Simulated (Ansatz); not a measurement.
# Sr2Ni: the cost of one run

Program: Ansatz 0.2.0. Level of theory: DFT PBE, scalar-relativistic, plane waves, PAW. These are calculated values, not measurements.

The COD entry's cell or inner coordinates are ideal or old and differ from later refinements, so a difference from it is no clean test against experiment.

## 1. The starting structure

Symmetry: Pn-3m, No. 224, cubic system. The conventional cell has a = 5.531 Å, b = 5.531 Å, c = 5.531 Å, α = 90.00°, β = 90.00°, γ = 90.00°. Around Sr (site symmetry -3m) lie 2 Ni at 2.40 Å. Ni (site symmetry -43m) has 4 Sr at 2.40 Å as nearest neighbours.

As a file:

```
CELL_PARAMETERS angstrom
5.53114 0.00000 0.00000
0.00000 5.53114 0.00000
0.00000 0.00000 5.53114
ATOMIC_POSITIONS crystal
Sr 0.25000 0.25000 0.25000
Sr 0.25000 0.75000 0.75000
Sr 0.75000 0.75000 0.25000
Sr 0.75000 0.25000 0.75000
Ni 0.00000 0.00000 0.00000
Ni 0.50000 0.50000 0.50000
```

(A quick probe on a coarse mesh, which set the mesh and smearing, is not shown.)

## 3. Coarse relaxation

The input, input.yaml:

```yaml
crystal:
  lattice:
    - [5.5311436934, 0.0, 0.0]
    - [0.0, 5.5311436934, 0.0]
    - [0.0, 0.0, 5.5311436934]
  atoms:
    - { symbol: Sr, position: [0.25, 0.25, 0.25] }
    - { symbol: Sr, position: [0.25, 0.75, 0.75] }
    - { symbol: Sr, position: [0.75, 0.75, 0.25] }
    - { symbol: Sr, position: [0.75, 0.25, 0.75] }
    - { symbol: Ni, position: [0.0, 0.0, 0.0] }
    - { symbol: Ni, position: [0.5, 0.5, 0.5] }
basis:
  ecutwfc: 420
kpoints:
  mp_grid: { grid: [4, 4, 4] }
hamiltonian:
  xc: pbe
scf:
  occupations: { method: gaussian, width: 0.1 }
  lower_state_search: "off"
output:
  forces: true
  stress: true
  eigenvalues: true
relax:
  adjacent_minimum: "off"
  f_tol: 0.04
  max_steps: 70
  cell: { stress_tol: 0.4 }
```

Started as:

```bash
> ansatz run input.yaml --threads 1 --pin off --max-ram 2560MiB --backend cpu --events-out ev --progress --plain --runs-dir out
```

**Question.** How long does this run take on 1 thread of Arm Neoverse V1, shared host, and how much memory does it need?

About 48 s, with a peak of 0.48 GiB.
